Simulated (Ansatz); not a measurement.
**MoS (CsCl type): equation of state and elastic constants**

The task here is to estimate one member of a computed series from the others.

Program: Ansatz 0.2.0. Level of theory: DFT PBEsol, scalar-relativistic, plane waves, PAW. These are calculated values, not measurements.

## The system as given

The structure is cubic, space group Pm-3m (No. 221). The conventional cell has a = 2.969 Å, b = 2.969 Å, c = 2.969 Å, α = 90.00°, β = 90.00°, γ = 90.00°. Around Mo (site symmetry m-3m) lie 8 S at 2.57 Å. S (site symmetry m-3m) is surrounded by 8 Mo at 2.57 Å.

As a file:

```xyz
2
Lattice="2.9692 0.0000 0.0000 0.0000 2.9692 0.0000 0.0000 0.0000 2.9692" Properties=species:S:1:pos:R:3 pbc="T T T"
Mo    0.0000    0.0000    0.0000
S     1.4846    1.4846    1.4846
```

An earlier run at PBEsol left this cell at 13.089 Å³/atom and -0.03 GPa (10×10×10 mesh).

Volume factors to run: 0.980, 1.020, 0.960, 1.040.

The first run:

The input, input.yaml:

```yaml
crystal:
  lattice:
    - [2.9493213422, 0.0, 0.0]
    - [0.0, 2.9493213422, 0.0]
    - [0.0, 0.0, 2.9493213422]
  atoms:
    - { symbol: Mo, position: [0.0, 0.0, 0.0], spin: 0.05 }
    - { symbol: S, position: [0.5, 0.5, 0.5] }
basis:
  ecutwfc: 420
  ecutrho_ratio: 4
kpoints:
  mp_grid: { grid: [10, 10, 10] }
hamiltonian:
  xc: pbesol
scf:
  occupations: { method: gaussian, width: 0.05 }
output:
  forces: true
  stress: true
  eigenvalues: true
  populations: true
magnetization:
  spin_polarized: true
```

Steps of the session up to this table: Volume × 0.980; At 1.020 of the relaxed volume; Scaling the volume by 0.960; Scaling the volume by 1.040.

One of the session's tables, all rows but one given; the rest of the session is left out.

```
volume (Å³/atom)  energy (meV/atom)  pressure (GPa)
          12.566              16.57           10.68
          12.827               3.95            5.02
          13.089               0.00           -0.03
          13.351                  ?               ?
          13.613              14.50           -8.56
```

**Question.** Estimate the row for volume (Å³/atom) = 13.351.

Worked estimate for «energy (meV/atom)». A straight line through the neighbours (13.089, 0.00) and (13.613, 14.50) gives 0.00 + (14.50 − 0.00) × (13.351 − 13.089) / (13.613 − 13.089) = 7.25; a parabola fitted to 3 rows on both sides gives 3.52.

**Answer.** energy (meV/atom): 3.78; pressure (GPa): -4.53. In «energy (meV/atom)» the line misses by +3.47 and the parabola by -0.26.

volume (Å³/atom), energy (meV/atom) and a bar:
```
    12.57       16.6 ##############################
    12.83        4.0 #######
    13.09        0.0 
    13.35        3.8 #######
    13.61       14.5 ##########################
```

Limits of these values: Warnings in the runs' records: seeded moment not kept.
